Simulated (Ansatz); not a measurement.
# YAl2Ge2: one candidate structure

Where does YAl2Ge2 go from the start given, structure reported for this formula (P-3m1, No. 164)?

Program: Ansatz 0.2.0. Level of theory: DFT r2SCAN, scalar-relativistic, plane waves, PAW. These are calculated values, not measurements.

## 1. The starting structure

It takes space group P-3m1 (No. 164, trigonal). Conventional cell: a = 4.205 Å, b = 4.205 Å, c = 6.699 Å, α = 90.00°, β = 90.00°, γ = 120.00°. Y (site symmetry -3m) is surrounded by 6 Ge at 2.98 Å and 6 Al at 3.41 Å. Around Al (site symmetry 3m) lie 4 Ge at 2.52 to 2.58 Å. Ge (site symmetry 3m) is surrounded by 4 Al at 2.52 to 2.58 Å and 3 Y at 2.98 Å.

As a file:

```cif
data_structure
_symmetry_space_group_name_H-M 'P-3m1'
_symmetry_Int_Tables_number 164
_cell_length_a 4.2050
_cell_length_b 4.2050
_cell_length_c 6.6990
_cell_angle_alpha 90.000
_cell_angle_beta 90.000
_cell_angle_gamma 120.000
_cell_volume 102.58
loop_
_atom_site_label
_atom_site_type_symbol
_atom_site_symmetry_multiplicity
_atom_site_Wyckoff_symbol
_atom_site_fract_x
_atom_site_fract_y
_atom_site_fract_z
_atom_site_occupancy
Y1 Y 1 a 0.00000 0.00000 0.00000 1
Al1 Al 2 d 0.33333 0.66667 0.64200 1
Ge1 Ge 2 d 0.33333 0.66667 0.25730 1
```

## 2. A first look at the start

input.yaml

```yaml
crystal:
  lattice:
    - [4.2050013757, 0.0, 0.0]
    - [-2.1025006879, 3.6416380143, 0.0]
    - [0.0, 0.0, 6.699]
  atoms:
    - { symbol: "Y", position: [0.0, 0.0, 0.0] }
    - { symbol: Al, position: [0.3333333333, 0.6666666667, 0.642] }
    - { symbol: Al, position: [0.6666666667, 0.3333333333, 0.358] }
    - { symbol: Ge, position: [0.3333333333, 0.6666666667, 0.2573] }
    - { symbol: Ge, position: [0.6666666667, 0.3333333333, 0.7427] }
basis:
  ecutwfc: 500
kpoints:
  mp_grid: { grid: [6, 6, 4] }
hamiltonian:
  xc: r2scan
scf:
  occupations: { method: gaussian, width: 0.1 }
  lower_state_search: "off"
output:
  forces: true
  stress: true
  eigenvalues: true
```

Started as:

```console
$ ansatz run input.yaml --threads 1 --pin off --max-ram 2560MiB --backend cpu --events-out ev --progress --plain --runs-dir out
```

Log, cut to the lines that bear on the results:

```text
[...]
SCF converged after 7 iterations
Free energy (F): -13548.812616 eV
[...]
E sigma→0 (E₀):  -13548.808788 eV
Entropy (-TS):   -0.007657 eV (-1.531 meV/atom)
Fermi energy:    10.089140 eV
[...]
--- Forces (eV/Å), atoms counted from 1 ---
  atom   1  Y      0.00000000    -0.00000000     0.00000000
  atom   2  Al    -0.00000000     0.00000000    -0.07390841
  atom   3  Al     0.00000000    -0.00000000     0.07390841
  atom   4  Ge    -0.00000000     0.00000000     0.13382051
  atom   5  Ge     0.00000000    -0.00000000    -0.13382051
[...]
--- Stress (GPa, compression-positive) ---
        1.264605       0.000000      -0.000000
        0.000000       1.264605       0.000000
       -0.000000       0.000000      -0.140006
  P = ⅓ Tr σ = 0.7964 GPa (7.964 kbar)
--- Band table (eV; the first three rows and the last of 24) ---
[...]
```

It took 11 s on 1 thread of Arm Neoverse V2, shared host; peak memory 0.6 GiB.

The probe gives pressure 0.8 GPa, largest force 0.13 eV/Å, gap on this mesh none (metal). By this gap the next run takes a mesh of 12×12×6.

## 3. Relaxing cell and atoms

Edit input.yaml of step 2 so:

```diff
@@ -14,3 +14,3 @@
 kpoints:
-  mp_grid: { grid: [6, 6, 4] }
+  mp_grid: { grid: [12, 12, 6] }
 hamiltonian:
@@ -19,3 +19,2 @@
   occupations: { method: gaussian, width: 0.1 }
-  lower_state_search: "off"
 output:
@@ -24 +23,6 @@
   eigenvalues: true
+relax:
+  adjacent_minimum: "off"
+  f_tol: 0.01
+  max_steps: 80
+  cell: { stress_tol: 0.05 }
```

Started as:

```console
$ ansatz run input.yaml --threads 1 --pin off --max-ram 2560MiB --backend cpu --events-out ev --progress --plain --runs-dir out
```

Log:

```text
Warning: RAYON_NUM_THREADS=1 ignored (pool sized by the plan → 1); use --threads N
Engine: ansatz 0.2.0, aarch64-unknown-linux-gnu
Pseudopotentials: kind: paw
Pseudopotential: Y, paw, valence charge 11, recommended cutoff 500 eV (meta_gga), Y.paw.azcp
Pseudopotential: Al, paw, valence charge 3, recommended cutoff 500 eV (meta_gga), Al.paw.azcp
Pseudopotential: Ge, paw, valence charge 14, recommended cutoff 500 eV (meta_gga), Ge.paw.azcp
Functional definition: r2SCAN
  parameter k0 = 0.174
  parameter k1 = 0.065
  parameter a1 = 4.9479
  exchange = r2scan_x(k0 = k0, k1 = k1, a1 = a1)
  correlation = r2scan_c
Crystal: 5 atoms, lattice volume = 102.582 Å³
Basis set: ecut = 500 eV, 2623 PW (Γ), exchange–correlation on 128×128×200 points (64 copies of the dense FFT grid, shifted against one another)
Bands: 28, of which v1, the nominal top of the filled ones, is band 23 counted from 1 (22 counted from 0)
Symmetry: 12 space group operations
Space group: P-3m1 (ITA 164), of the structure as read, at distance tolerance 4.7e-5 Å
k-points: 100 of 864
Non-local potential: Y, projectors of the file, l = 0: 3, l = 1: 2, l = 2: 2, l = 3: 1
Non-local potential: Al, projectors of the file, l = 0: 2, l = 1: 2, l = 2: 1
Non-local potential: Ge, projectors of the file, l = 0: 2, l = 1: 2, l = 2: 3, l = 3: 1
PAW form: soft (Blöchl's): semilocal exchange-correlation on the pseudo side does not see the compensation charge
PAW frozen core: Y, regenerated for the run's functional (the file was generated under x = pbe(κ = 0.804, μ = 0.2195149727645171), c = pbe(β = 0.06672455060314922))
PAW frozen core: Al, regenerated for the run's functional (the file was generated under x = pbe(κ = 0.804, μ = 0.2195149727645171), c = pbe(β = 0.06672455060314922))
PAW frozen core: Ge, regenerated for the run's functional (the file was generated under x = pbe(κ = 0.804, μ = 0.2195149727645171), c = pbe(β = 0.06672455060314922))
PAW one-centre angular grid: Y, 590 points (default); XC on 160 Gauss nodes
PAW one-centre angular grid: Al, 302 points (default); XC on 160 Gauss nodes
PAW one-centre angular grid: Ge, 590 points (default); XC on 160 Gauss nodes
Initial density: superposition of atomic densities (neutral atoms: chi_scale 0, normalization atom), corrected by the library's trained network
Initial wavefunctions: pseudopotential atomic-orbital guess
Functional: x = r2scan, c = r2scan; τ floored in thin density (d = 2e-4 eV/Å³)
SCF iter   1: F=—  HF=-13548.747248 eV  |F-HF|=—  |Δ(HF+E_count)|=         —  Δρ=6.02e-3  dr2=5.63e-2  dr2_τ=1.98e-2  ethr=1.77e-3  ⟨swp⟩=5.8  Hψ=11597  notcnv=0
preconditioner: auto → Kerker (q_TF=auto, 2.378 Å⁻¹)  [metal: Δε(μ)=0.024 eV  Ē_g=7.373 eV  σ=0.100 eV  W_gap=0.14  n_scr=22 (ndim 8)  ℏωp=15.1 eV  f_vac=0.000  D(μ)=1.32/eV (n_scr^D=2)]
SCF iter   2: F=—  HF=-13548.810217 eV  |F-HF|=—  |Δ(HF+E_count)|=   6.30e-2  Δρ=3.41e-3  dr2=2.07e-2  dr2_τ=1.18e-4  ethr=1.25e-4  ⟨swp⟩=2.0  Hψ=6200  notcnv=0  defer=100
SCF iter   3: F=—  HF=-13548.806427 eV  |F-HF|=—  |Δ(HF+E_count)|=   3.79e-3  Δρ=1.69e-3  dr2=5.08e-3  dr2_τ=9.10e-5  ethr=4.60e-5  ⟨swp⟩=2.7  Hψ=3675  notcnv=0  defer=100
SCF iter   4: F=—  HF=-13548.805404 eV  |F-HF|=—  |Δ(HF+E_count)|=   1.02e-3  Δρ=3.53e-4  dr2=1.85e-4  dr2_τ=5.05e-6  ethr=1.13e-5  ⟨swp⟩=2.0  Hψ=3651  notcnv=0  defer=100
SCF iter   5: F=—  HF=-13548.805451 eV  |F-HF|=—  |Δ(HF+E_count)|=   4.74e-5  Δρ=1.02e-4  dr2=2.59e-5  dr2_τ=1.07e-6  ethr=4.11e-7  ⟨swp⟩=2.0  Hψ=3855  notcnv=0  defer=100
SCF iter   6: F=—  HF=-13548.805457 eV  |F-HF|=—  |Δ(HF+E_count)|=   5.47e-6  Δρ=3.54e-5  dr2=4.10e-6  dr2_τ=8.11e-8  ethr=5.75e-8  ⟨swp⟩=2.0  Hψ=3517  notcnv=0  defer=100
SCF iter   7: F=—  HF=-13548.805457 eV  |F-HF|=—  |Δ(HF+E_count)|=   5.19e-8  Δρ=1.30e-5  dr2=4.39e-7  dr2_τ=2.83e-9  ethr=9.12e-9  ⟨swp⟩=2.0  Hψ=3332  notcnv=0  defer=100
SCF iter   8: F=-13548.805457 eV  HF=-13548.805457 eV  |F-HF|=1.14e-8  |Δ(HF+E_count)|=   5.12e-8  Δρ=3.95e-6  dr2=3.24e-8  dr2_τ=5.86e-10  ethr=2.22e-10  ⟨swp⟩=8.9  Hψ=11092  notcnv=0
SCF 1 converged in 8 iterations: F = -13548.805457 eV  dr2 = 3.24e-8
relax step   1: F+E_penalty+E_count = -13548.80545671 eV  Δ(F+E_penalty+E_count) = +0.000e0 eV  max|allowed force component| = 1.776e-1 eV/Å  Δτ_max = 0.0000 Å  P = +0.520 GPa  Ω = 102.582 Å³  (8 SCF iters, dr2 threshold 1.00e-7 eV, accepted)
Crystal: 5 atoms, lattice volume = 104.105 Å³
Basis set: ecut = 500 eV, 2671 PW (Γ), exchange–correlation on 128×128×200 points (64 copies of the dense FFT grid, shifted against one another)
Initial density: handed on by an earlier stage of this run
Initial wavefunctions: those handed on with the density
iter 1 solved again at ethr=3.45e-5 eV; its pass at ethr=3.10e-3 eV (dr2=1.55e-2 eV) is discarded
SCF iter   1: F=—  HF=-13548.798756 eV  |F-HF|=—  |Δ(HF+E_count)|=         —  Δρ=2.12e-3  dr2=1.59e-2  dr2_τ=1.06e-2  ethr=3.45e-5  ⟨swp⟩=1.0  Hψ=14379  notcnv=0
preconditioner: auto → Kerker (q_TF=auto, 2.372 Å⁻¹)  [metal: Δε(μ)=0.008 eV  Ē_g=7.275 eV  σ=0.100 eV  W_gap=0.04  n_scr=22 (ndim 8)  ℏωp=15.0 eV  f_vac=0.001  D(μ)=1.51/eV (n_scr^D=2)]
SCF iter   2: F=—  HF=-13548.810125 eV  |F-HF|=—  |Δ(HF+E_count)|=   1.14e-2  Δρ=1.30e-3  dr2=5.51e-3  dr2_τ=3.52e-5  ethr=3.45e-5  ⟨swp⟩=2.0  Hψ=3335  notcnv=0
SCF iter   3: F=—  HF=-13548.809347 eV  |F-HF|=—  |Δ(HF+E_count)|=   7.78e-4  Δρ=2.43e-4  dr2=2.30e-4  dr2_τ=3.04e-6  ethr=1.22e-5  ⟨swp⟩=2.0  Hψ=3262  notcnv=0
SCF iter   4: F=—  HF=-13548.809333 eV  |F-HF|=—  |Δ(HF+E_count)|=   1.38e-5  Δρ=1.24e-4  dr2=3.63e-5  dr2_τ=1.00e-6  ethr=5.10e-7  ⟨swp⟩=2.4  Hψ=3966  notcnv=0
SCF iter   5: F=—  HF=-13548.809338 eV  |F-HF|=—  |Δ(HF+E_count)|=   4.63e-6  Δρ=6.06e-5  dr2=6.97e-6  dr2_τ=6.77e-8  ethr=8.06e-8  ⟨swp⟩=2.0  Hψ=4958  notcnv=0
SCF iter   6: F=—  HF=-13548.809336 eV  |F-HF|=—  |Δ(HF+E_count)|=   1.71e-6  Δρ=2.61e-5  dr2=1.71e-6  dr2_τ=3.30e-8  ethr=1.55e-8  ⟨swp⟩=2.0  Hψ=4950  notcnv=0
SCF iter   7: F=-13548.809336 eV  HF=-13548.809336 eV  |F-HF|=1.16e-8  |Δ(HF+E_count)|=   2.99e-7  Δρ=8.07e-6  dr2=7.07e-8  dr2_τ=3.44e-9  ethr=1.11e-9  ⟨swp⟩=6.1  Hψ=11213  notcnv=0
SCF 2 converged in 7 iterations: F = -13548.809336 eV  dr2 = 7.07e-8
relax step   2: F+E_penalty+E_count = -13548.80933618 eV  Δ(F+E_penalty+E_count) = -3.879e-3 eV  max|allowed force component| = 9.218e-2 eV/Å  Δτ_max = 0.0310 Å  P = -0.406 GPa  Ω = 104.105 Å³  energy of the carried Pulay correction = -2.994e-4 eV  (7 SCF iters, dr2 threshold 5.00e-7 eV, accepted)
Crystal: 5 atoms, lattice volume = 103.532 Å³
iter 1 solved again at ethr=4.32e-6 eV; its pass at ethr=3.10e-3 eV (dr2=1.94e-3 eV) is discarded
SCF iter   1: F=—  HF=-13548.810871 eV  |F-HF|=—  |Δ(HF+E_count)|=         —  Δρ=8.91e-4  dr2=2.00e-3  dr2_τ=1.85e-3  ethr=4.32e-6  ⟨swp⟩=2.0  Hψ=14287  notcnv=0
preconditioner: auto → Kerker (q_TF=auto, 2.375 Å⁻¹)  [metal: Δε(μ)=0.013 eV  Ē_g=7.261 eV  σ=0.100 eV  W_gap=0.08  n_scr=22 (ndim 8)  ℏωp=15.0 eV  f_vac=0.001  D(μ)=1.49/eV (n_scr^D=2)]
SCF iter   2: F=—  HF=-13548.812826 eV  |F-HF|=—  |Δ(HF+E_count)|=   1.96e-3  Δρ=5.29e-4  dr2=6.03e-4  dr2_τ=6.99e-6  ethr=4.32e-6  ⟨swp⟩=2.0  Hψ=3861  notcnv=0
SCF iter   3: F=—  HF=-13548.812759 eV  |F-HF|=—  |Δ(HF+E_count)|=   6.75e-5  Δρ=1.04e-4  dr2=3.80e-5  dr2_τ=7.38e-7  ethr=1.34e-6  ⟨swp⟩=2.0  Hψ=3233  notcnv=0
SCF iter   4: F=—  HF=-13548.812756 eV  |F-HF|=—  |Δ(HF+E_count)|=   2.77e-6  Δρ=5.38e-5  dr2=6.89e-6  dr2_τ=1.60e-7  ethr=8.45e-8  ⟨swp⟩=2.1  Hψ=4931  notcnv=0
SCF iter   5: F=—  HF=-13548.812756 eV  |F-HF|=—  |Δ(HF+E_count)|=   1.18e-7  Δρ=3.13e-5  dr2=1.79e-6  dr2_τ=3.15e-8  ethr=1.53e-8  ⟨swp⟩=2.0  Hψ=4934  notcnv=0
SCF iter   6: F=-13548.812757 eV  HF=-13548.812757 eV  |F-HF|=1.67e-8  |Δ(HF+E_count)|=   3.45e-7  Δρ=8.97e-6  dr2=2.03e-7  dr2_τ=4.71e-9  ethr=1.11e-9  ⟨swp⟩=5.4  Hψ=11000  notcnv=0
SCF 3 converged in 6 iterations: F = -13548.812757 eV  dr2 = 2.03e-7
relax step   3: F+E_penalty+E_count = -13548.81275658 eV  Δ(F+E_penalty+E_count) = -3.420e-3 eV  max|allowed force component| = 1.383e-2 eV/Å  Δτ_max = 0.0115 Å  P = -0.025 GPa  Ω = 103.532 Å³  energy of the carried Pulay correction = -1.872e-4 eV  (6 SCF iters, dr2 threshold 5.00e-7 eV, accepted)
Crystal: 5 atoms, lattice volume = 103.488 Å³
iter 1 solved again at ethr=2.16e-8 eV; its pass at ethr=3.10e-3 eV (dr2=9.74e-6 eV) is discarded
SCF iter   1: F=—  HF=-13548.812811 eV  |F-HF|=—  |Δ(HF+E_count)|=         —  Δρ=9.43e-5  dr2=1.18e-5  dr2_τ=1.74e-5  ethr=2.16e-8  ⟨swp⟩=3.0  Hψ=15516  notcnv=0
preconditioner: auto → Kerker (q_TF=auto, 2.375 Å⁻¹)  [metal: Δε(μ)=0.004 eV  Ē_g=7.271 eV  σ=0.100 eV  W_gap=0.02  n_scr=22 (ndim 8)  ℏωp=15.0 eV  f_vac=0.001  D(μ)=1.50/eV (n_scr^D=2)]
SCF iter   2: F=—  HF=-13548.812834 eV  |F-HF|=—  |Δ(HF+E_count)|=   2.25e-5  Δρ=6.01e-5  dr2=5.14e-6  dr2_τ=2.71e-8  ethr=2.16e-8  ⟨swp⟩=2.0  Hψ=5060  notcnv=0
SCF iter   3: F=—  HF=-13548.812833 eV  |F-HF|=—  |Δ(HF+E_count)|=   9.05e-7  Δρ=8.38e-6  dr2=7.12e-8  dr2_τ=1.68e-8  ethr=1.14e-8  ⟨swp⟩=2.0  Hψ=3620  notcnv=0
SCF iter   4: F=-13548.812833 eV  HF=-13548.812833 eV  |F-HF|=1.27e-9  |Δ(HF+E_count)|=   5.98e-8  Δρ=4.36e-6  dr2=2.16e-8  dr2_τ=9.54e-10  ethr=9.59e-11  ⟨swp⟩=4.3  Hψ=9213  notcnv=0
SCF 4 converged in 4 iterations: F = -13548.812833 eV  dr2 = 2.16e-8
relax step   4: F+E_penalty+E_count = -13548.81283288 eV  Δ(F+E_penalty+E_count) = -7.630e-5 eV  max|allowed force component| = 1.389e-3 eV/Å  Δτ_max = 0.0010 Å  P = +0.015 GPa  Ω = 103.488 Å³  energy of the carried Pulay correction = -1.787e-4 eV  (4 SCF iters, dr2 threshold 4.32e-8 eV, accepted)
Initial wavefunctions: pseudopotential atomic-orbital guess (no wavefunctions were taken with the density)
iter 1 solved again at ethr=7.77e-8 eV; its pass at ethr=3.10e-3 eV (dr2=3.50e-5 eV) is discarded
SCF iter   1: F=—  HF=-13548.812967 eV  |F-HF|=—  |Δ(HF+E_count)|=         —  Δρ=6.19e-5  dr2=1.23e-7  dr2_τ=1.85e-7  ethr=7.77e-8  ⟨swp⟩=3.6  Hψ=19102  notcnv=0
SCF iter   2: F=—  HF=-13548.813004 eV  |F-HF|=—  |Δ(HF+E_count)|=   3.70e-5  Δρ=3.15e-5  dr2=3.88e-8  dr2_τ=1.59e-7  ethr=2.74e-10  ⟨swp⟩=2.0  Hψ=5052  notcnv=0
SCF iter   3: F=—  HF=-13548.813017 eV  |F-HF|=—  |Δ(HF+E_count)|=   1.33e-5  Δρ=4.34e-6  dr2=2.31e-9  dr2_τ=2.85e-9  ethr=8.63e-11  ⟨swp⟩=3.0  Hψ=5572  notcnv=0
SCF iter   4: F=—  HF=-13548.813018 eV  |F-HF|=—  |Δ(HF+E_count)|=   2.24e-7  Δρ=1.11e-6  dr2=6.29e-10  dr2_τ=1.37e-10  ethr=5.14e-12  ⟨swp⟩=2.0  Hψ=4975  notcnv=0
SCF iter   5: F=—  HF=-13548.813018 eV  |F-HF|=—  |Δ(HF+E_count)|=   1.11e-8  Δρ=2.00e-7  dr2=7.38e-11  dr2_τ=1.88e-12  ethr=1.40e-12  ⟨swp⟩=2.0  Hψ=3876  notcnv=0
SCF iter   6: F=-13548.813018 eV  HF=-13548.813018 eV  |F-HF|=1.64e-11  |Δ(HF+E_count)|=  6.55e-11  Δρ=6.99e-8  dr2=7.97e-12  dr2_τ=2.10e-13  ethr=1.00e-12  ⟨swp⟩=4.3  Hψ=9171  notcnv=0
SCF 5 converged in 6 iterations: F = -13548.813018 eV  dr2 = 7.97e-12
relax step   5: F+E_penalty+E_count = -13548.81301768 eV  Δ(F+E_penalty+E_count) = -1.848e-4 eV  max|allowed force component| = 1.401e-3 eV/Å  Δτ_max = 0.0000 Å  P = +0.016 GPa  Ω = 103.488 Å³  stress off target by 2.05e-2 GPa  SCF on the basis re-selected at this cell (its energy is not comparable with the rows above)  (6 SCF iters)
basis re-selected at this cell: Δ(F+E_penalty+E_count) = -1.848e-4 eV, ΔP = +0.001 GPa vs the last step (what re-selecting the basis moved, of the pressure what is left beyond the Pulay correction that the steps carried, after the strain that the cell walked since its last selection, with what the two solves' SCF thresholds leave and, on support functions, any second-order correction that the steps lacked; it is no measure of the basis error at this ecutwfc). This SCF's stress stands 2.05e-2 GPa from its target on what of the cell is left free (relax.cell.stress_tol is 5.00e-2 GPa) and its largest allowed force component is 1.40e-3 eV/Å (relax.f_tol is 1.00e-2 eV/Å): within both
SCF converged after 6 iterations
Free energy (F): -13548.813018 eV
Harris-Foulkes:  -13548.813018 eV  (|F-HF|=1.64e-11)
Internal energy: -13548.805517 eV  (E = F + TS)
E sigma→0 (E₀):  -13548.809267 eV
Entropy (-TS):   -0.007501 eV (-1.500 meV/atom)
Fermi energy:    9.930479 eV
--- Per-component energies (eV) ---
  E_band       = -384.479715
  E_kinetic    = 575.897787
  E_local      = -5792.517068  (includes V_loc(G=0)·N_el)
  E_nonlocal   = 908.740277
  E_hartree    = 2516.092204
  E_xc         = -381.950980
  E_vxc        = -423.090743  (∫ρ·V_xc dr)
  E_paw        = -7855.984017  (= ΣΔE_a)
  E_vpaw       = -707.957555  (= ΣTr[D̂ρ^β])
  E_aug_tail   = 0.000036  (compensation charges beyond the density's cutoff)
  E_vtau       = 22.263168  (kinetic-family band-sum trace: ∫τ·v_τ [+ j·A + Jᵃ·Aᵃ] dr)
  E_ewald      = -3516.638054
  E_core_change = -2.445701  (= ΣΔE_core)
  E_smearing   = -0.007501  (= −TS)
  E_closure    = 0.000000  (closes the sum)
  Σ components = -13548.813018   (vs F -13548.813018, Δ=0.00e0)
--- Forces (eV/Å), atoms counted from 1 ---
  atom   1  Y      0.00000000    -0.00000000     0.00000000
  atom   2  Al     0.00000000     0.00000000    -0.00140108
  atom   3  Al     0.00000000     0.00000000     0.00140108
  atom   4  Ge     0.00000000     0.00000000    -0.00049864
  atom   5  Ge     0.00000000     0.00000000     0.00049864
  max |Σ_I F_I| component: 1.39e-17 eV/Å
--- Stress (GPa, compression-positive) ---
        0.020500      -0.000000      -0.000000
        0.000000       0.020500      -0.000000
       -0.000000      -0.000000       0.005538
  P = ⅓ Tr σ = 0.0155 GPa (0.155 kbar)
--- Band table (eV; the first three rows and the last of 100) ---
  k-point 0: bands = ["-35.0677", "-15.3357", "-15.3357", "-15.3163", "-15.3163", "-15.2992", "-15.2950", "-15.2817", "-15.2817", "-15.2805", "-15.2805", "-14.4431", "-14.3568", "-14.3568", "-2.5094", "-0.1527", "3.5813", "7.0705", "7.0705", "9.0069", "9.2386", "9.2386", "10.2585", "10.5584", "10.5733", "10.5733", "11.4900", "11.4900"]
  k-point 1: bands = ["-35.0677", "-15.3366", "-15.3366", "-15.3155", "-15.3155", "-15.2991", "-15.2950", "-15.2816", "-15.2816", "-15.2805", "-15.2805", "-14.4434", "-14.3568", "-14.3568", "-2.4336", "-0.3747", "3.9583", "7.1544", "7.1544", "8.7693", "8.9121", "8.9121", "9.4779", "10.5335", "10.5335", "10.8681", "11.7337", "11.7337"]
  k-point 2: bands = ["-35.0677", "-15.3383", "-15.3383", "-15.3142", "-15.3142", "-15.2988", "-15.2952", "-15.2812", "-15.2812", "-15.2805", "-15.2805", "-14.4440", "-14.3569", "-14.3569", "-2.2389", "-0.8120", "4.8697", "7.4028", "7.4028", "7.5976", "8.3351", "8.3351", "9.3919", "10.3557", "10.3557", "10.8096", "12.5098", "12.5098"]
  k-point 99: bands = ["-35.0615", "-15.3371", "-15.3224", "-15.3224", "-15.3101", "-15.2928", "-15.2928", "-15.2855", "-15.2855", "-15.2822", "-15.2790", "-14.4435", "-14.4435", "-14.3909", "-0.1000", "-0.1000", "3.3183", "3.3183", "4.8560", "5.6846", "7.3140", "7.3140", "10.5534", "10.5534", "12.0081", "13.3748", "13.6102", "13.6102"]
--- Relaxed structure (4 steps of the walk, 4 accepted, 1 SCFs on fresh bases) ---
  F+E_penalty+E_count = -13548.81301768 eV   max|allowed force component| = 1.401e-3 eV/Å   (the final SCF, on the basis selected at the relaxed cell)
  cell:  # Å, volume = 103.4884 Å³
    - [4.2352812592627265, 2.90755600618952e-11, 3.0686944446135e-30]
    - [-2.117640629656543, 3.6678611626791304, -3.551674657842018e-33]
    - [4.889848536579776e-30, 2.8205788481206992e-30, 6.661878532319408]
  atoms:
    - { symbol: Y, position: [-4.3170969333405064e-34, -1.7628788075153684e-35, 4.531670522405453e-20] }
    - { symbol: Al, position: [0.3333333333333333, 0.6666666666666666, 0.6431300275412818] }
    - { symbol: Al, position: [0.6666666666666666, 0.3333333333333333, 0.35686997245871804] }
    - { symbol: Ge, position: [0.3333333333333333, 0.6666666666666666, 0.2600757798231106] }
    - { symbol: Ge, position: [0.6666666666666666, 0.3333333333333333, 0.7399242201768893] }
```

It took 3 min on 1 thread of Arm Neoverse V2, shared host; peak memory 0.77 GiB.

Relaxation path:

```
step  E - E(step 1) (eV/cell)  largest force component (eV/Å)  pressure (GPa)  volume (Å³)
   1                   0.0000                          0.1776            0.52       102.58
   2                  -0.0039                          0.0922           -0.41       104.11
   3                  -0.0073                          0.0138           -0.03       103.53
   4                  -0.0074                          0.0014            0.01       103.49
   5                  -0.0076                          0.0014            0.02       103.49
```

Step 1 is the start. Step 5 repeats the geometry before it on a plane-wave basis chosen anew for that cell, so its energy need not be comparable with the rows above.

|  | before | after | change |
| --- | --- | --- | --- |
| a (Å) | 4.205 | 4.235 | +0.7 % |
| b (Å) | 4.205 | 4.235 | +0.7 % |
| c (Å) | 6.699 | 6.662 | -0.6 % |
| volume (Å³/atom) | 20.52 | 20.70 | +0.9 % |
| shortest distance (Å) | 2.520 | 2.529 | +0.4 % |
| space group (0.01 Å) | P-3m1 | P-3m1 | same |

Forces and stress were held to the start's 12 operations: a distortion of lower symmetry was not tested.

## 4. Results

| quantity | value |
| --- | --- |
| cell | a = 4.235 Å, b = 4.235 Å, c = 6.662 Å, α = 90.00°, β = 90.00°, γ = 120.00° |
| space group | P-3m1 (No. 164) |
| volume | 20.70 Å³/atom |
| gap on the mesh | none (metal) |

What this shows: The space group stayed P-3m1, and from the first guess the volume went from 20.52 to 20.70 Å³/atom.
